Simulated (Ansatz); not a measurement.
This was printed by a script on the Ansatz DFT code, driven from Python, for a single point from a YAML input of CaPb₃, space group Pm-3m. What did the script look like? Use: r2SCAN, PAW, the default cutoff (500 eV here), 5×5×5 k-points, Fermi-Dirac smearing of 0.15 eV.

Input file `capb3.yaml`:
```yaml
crystal:
  lattice:
    - [4.891, 0.0, 0.0]
    - [0.0, 4.891, 0.0]
    - [0.0, 0.0, 4.891]
  atoms:
    - { symbol: Ca, position: [0.0, 0.0, 0.0] }
    - { symbol: Pb, position: [0.0, 0.5, 0.5] }
    - { symbol: Pb, position: [0.5, 0.0, 0.5] }
    - { symbol: Pb, position: [0.5, 0.5, 0.0] }
kpoints:
  mp_grid: { grid: [5, 5, 5] }
hamiltonian:
  xc: r2scan
scf:
  occupations: { method: fermi_dirac, width: 0.15 }
output:
  forces: true
  stress: true
  eigenvalues: true
```

```console
$ python capb3.py
DeckWarning: basis.ecutwfc = 500 eV, auto-derived from the records' recommended cutoffs: set by Ca (their level for a meta-GGA)
INFO:ansatz_job:CaPb3: -37585.781169 eV = -2762.503988 Ry = -1381.251994 Ha
INFO:ansatz_job:Fermi level 10.4874 eV, 10 k-points, 48 symmetry operations
INFO:ansatz_job:levels less the Fermi level (eV) at the first k-points
INFO:ansatz_job:k = (0.000, 0.000, 0.000)
    -43.376 -23.520 -23.520 -23.520 -17.741 -17.741 -17.741 -17.721 -17.569 -17.569 -17.460 -17.460 -17.460 -17.407 -17.407 -17.266 -17.249 -17.249 -17.249 -11.710 -6.871 -6.871 -2.779 -2.779 -2.779 2.219 2.219 2.219 2.350 2.843 2.843 2.977 2.977
INFO:ansatz_job:k = (0.000, 0.000, 0.200)
    -43.376 -23.525 -23.521 -23.521 -17.735 -17.700 -17.700 -17.693 -17.563 -17.542 -17.467 -17.459 -17.459 -17.430 -17.407 -17.298 -17.298 -17.289 -17.249 -11.454 -7.739 -6.796 -2.550 -2.550 -1.981 0.579 1.219 1.219 2.756 2.998 3.212 3.684 3.970
INFO:ansatz_job:k = (0.000, 0.000, 0.400)
    -43.376 -23.533 -23.522 -23.522 -17.723 -17.631 -17.589 -17.589 -17.550 -17.486 -17.480 -17.479 -17.467 -17.467 -17.409 -17.409 -17.408 -17.341 -17.249 -10.768 -9.122 -6.661 -2.045 -2.045 -0.709 -0.557 0.240 0.240 1.582 3.033 3.402 3.402 3.450
INFO:ansatz_job:k = (0.000, 0.200, 0.200)
    -43.376 -23.526 -23.524 -23.521 -17.704 -17.689 -17.682 -17.653 -17.549 -17.522 -17.485 -17.459 -17.445 -17.441 -17.417 -17.355 -17.311 -17.288 -17.285 -11.202 -7.862 -7.298 -2.743 -2.306 -0.843 -0.668 0.744 1.531 2.352 3.081 3.322 3.483 3.824
INFO:ansatz_job:k = (0.000, 0.200, 0.400)
    -43.375 -23.532 -23.525 -23.522 -17.686 -17.632 -17.583 -17.582 -17.548 -17.503 -17.486 -17.478 -17.467 -17.445 -17.421 -17.412 -17.411 -17.333 -17.293 -10.526 -8.966 -7.284 -2.507 -1.751 -1.609 -0.193 0.022 1.281 1.969 2.613 3.456 3.529 3.928
INFO:ansatz_job:k = (0.000, 0.400, 0.400)
    -43.375 -23.530 -23.530 -23.523 -17.626 -17.606 -17.590 -17.546 -17.539 -17.528 -17.483 -17.480 -17.466 -17.447 -17.445 -17.420 -17.383 -17.379 -17.343 -9.858 -8.774 -8.346 -3.694 -1.240 -1.009 -0.297 0.381 0.611 1.266 2.882 3.287 4.002 4.496
INFO:ansatz_job:forces (eV/A)
INFO:ansatz_job:  Ca   -0.0000   -0.0000   -0.0000
INFO:ansatz_job:  Pb    0.0000    0.0000    0.0000
INFO:ansatz_job:  Pb   -0.0000   -0.0000   -0.0000
INFO:ansatz_job:  Pb    0.0000    0.0000   -0.0000
no band edges reported (a metal, or a gap too narrow for this smearing); Fermi level 10.487 eV
INFO:ansatz_job:audit    band_cg_iterations x1
INFO:ansatz_job:audit    preconditioner_resolved x1
```
(Warnings from the package without file and line, repeats left out.)

The script that was run (others could print the same):

`capb3.py`:
```python
"""CaPb3 from YAML text."""

from collections import Counter
import json
import logging
import sys

import ansatz as az

logging.basicConfig(stream=sys.stdout, format="%(levelname)s:%(name)s:%(message)s")
logger = logging.getLogger("ansatz_job")
logger.setLevel(logging.INFO)


def main() -> None:
    planned = az.Session.from_deck("capb3.yaml").plan(threads=1, pin="off")
    out = planned.execute()
    data = out.report

    energy = data["free_energy_ev"]
    logger.info("CaPb3: {:.6f} eV = {:.6f} Ry = {:.6f} Ha".format(energy, energy / 13.605693, energy / 27.211386))
    logger.info("Fermi level {:.4f} eV, {} k-points, {} symmetry operations".format(data["fermi_energy_ev"], data["n_kpoints"], data["n_symmetry_ops"]))

    fermi = data["fermi_energy_ev"]
    logger.info("levels less the Fermi level (eV) at the first k-points")
    for k, levels in list(zip(data["kpoints_frac"], data["eigenvalues_ev"]))[:6]:
        logger.info("k = ({:.3f}, {:.3f}, {:.3f})".format(*k))
        print("   ", " ".join(f"{e - fermi:.3f}" for e in levels))

    # forces, one row an atom
    logger.info("forces (eV/A)")
    for site, force in zip(out.lattice.sites, data["forces_ev_ang"]):
        logger.info(f"  {site.symbol:2s} {force[0]:9.4f} {force[1]:9.4f} {force[2]:9.4f}")

    edges = data.get("band_edges_ev")
    if edges:
        logger.info(f"band edges on the mesh: {edges[0]:.3f} and {edges[1]:.3f} eV, gap {edges[1] - edges[0]:.3f} eV")
    else:
        print("no band edges reported (a metal, or a gap too narrow for this smearing); Fermi level", round(data["fermi_energy_ev"], 3), "eV")

    told = Counter((n["data"]["severity"], n["data"]["kind"]) for n in out.notices if n["event"] == "notice")
    for (severity, kind), count in sorted(told.items()):
        logger.info(f"{severity:8s} {kind} x{count}")

    keep = ["free_energy_ev", "energy_sigma0_ev", "fermi_energy_ev", "n_iterations", "converged", "magnetization_mub", "n_kpoints"]
    with open("capb3.json", "w") as handle:
        json.dump({key: data[key] for key in keep}, handle, indent=1)


if __name__ == "__main__":
    main()
```

Absolute energies stand on the zero of these potentials, so only differences at equal settings mean something. A total without «per atom» is that of the cell as typed. The computed bands are complete only to about 3.0 eV above the Fermi level. For a metal this k-point mesh is coarse: on a finer one energies can move by several to tens of meV an atom and pressures by half a GPa or more, differences at one mesh by less. Only differences from the Fermi energy are physical; the zero of the scale is a convention. The structure is a deposited one; some such entries were measured under pressure or heat, so a shift against it needn't be the functional's error alone. Levels are Kohn-Sham eigenvalues on this mesh, without spin-orbit coupling. Wall time of the script: 7.4 s on 1 thread of Arm Neoverse V1, with other jobs on the host, peak memory 0.61 GiB.

(Lines on the test bed's own set-up are left out of the output.)
